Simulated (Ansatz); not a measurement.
# Nb: properties at the relaxed cell

The task here is to estimate one member of a computed series from the others.

The COD entry's cell or inner coordinates are ideal or old and differ from later refinements, so a difference from it is no clean test against experiment.

Method: DFT PBE, scalar-relativistic, plane waves, PAW, in Ansatz 0.2.0.

### The system as given

Symmetry: Im-3m, No. 229, cubic system. The conventional cell has a = 3.311 Å, b = 3.311 Å, c = 3.311 Å, α = 90.00°, β = 90.00°, γ = 90.00°. Nb (site symmetry m-3m) is surrounded by 8 Nb at 2.87 Å.

Structure file:

```xyz
1
Lattice="-1.6556 1.6556 1.6556 1.6556 -1.6556 1.6556 1.6556 1.6556 -1.6556" Properties=species:S:1:pos:R:3 pbc="T T T"
Nb    0.0000    0.0000    0.0000
```

It is the result of an earlier relaxation at this level (volume 18.15 Å³/atom; gap on the mesh: none (metal)).

Set-up of the first run:

input.yaml reads:

```yaml
crystal:
  lattice:
    - [-1.6555580004, 1.6555580004, 1.6555580004]
    - [1.6555580004, -1.6555580004, 1.6555580004]
    - [1.6555580004, 1.6555580004, -1.6555580004]
  atoms:
    - { symbol: Nb, position: [0.0, 0.0, 0.0] }
basis:
  ecutwfc: 420
kpoints:
  mp_grid: { grid: [18, 18, 18] }
  band_path:
    path:
      - [[0.0, 0.0, 0.0], [0.5, -0.5, 0.5], [0.0, 0.0, 0.5], [0.0, 0.0, 0.0], [0.25, 0.25, 0.25], [0.5, -0.5, 0.5]]
      - [[0.25, 0.25, 0.25], [0.0, 0.0, 0.5]]
    npoints: 14
hamiltonian:
  xc: pbe
scf:
  occupations: { method: gaussian, width: 0.1 }
  n_extra_bands: 6
output:
  forces: true
  stress: true
  eigenvalues: true
  populations: true
  dos: { projected: true, de: 0.02, nscf_kmesh: { grid: [27, 27, 27] } }
  bader: true
  write_density: true
  write_potential: true
  elf: true
  volumetric_format: npy
```

Run with:

```sh
$ ansatz run input.yaml --threads 1 --pin off --max-ram 2560MiB --backend cpu --events-out ev --progress --plain --runs-dir out
```

Steps of the session up to this table: Bands, states and charges; Back to the database's cell; The cell scaled to 0.97 of its volume; Volume × 1.03; Volume × 0.94; The cell scaled to 1.06 of its volume; Point at V/V0 = 0.91; Point at V/V0 = 1.10; Volume × 0.88.

One of the session's tables, all rows but one given; the rest of the session is left out.

It belongs to the step «Fit of the equation of state». 

| volume (Å³/atom) | energy above the lowest point (meV/atom) | pressure (GPa) |
| --- | --- | --- |
| 15.973 | 165.5 | 26.89 |
| 16.517 | ? | ? |
| 17.062 | 37.3 | 11.63 |
| 17.606 | 8.8 | 5.42 |
| 18.151 | 0.0 | 0.00 |
| 18.695 | 8.3 | -4.73 |
| 19.240 | 31.6 | -8.87 |
| 19.966 | 82.7 | -13.57 |

Q: Estimate the row for volume (Å³/atom) = 16.517 from the others.

Worked estimate for «energy above the lowest point (meV/atom)». A straight line through the neighbours (15.973, 165.5) and (17.062, 37.3) gives 165.5 + (37.3 − 165.5) × (16.517 − 15.973) / (17.062 − 15.973) = 101.5; a parabola fitted to 3 rows on both sides gives 89.6.

As computed: energy above the lowest point (meV/atom): 88.5; pressure (GPa): 18.74. In «energy above the lowest point (meV/atom)» the line misses by +13.0 and the parabola by +1.1.
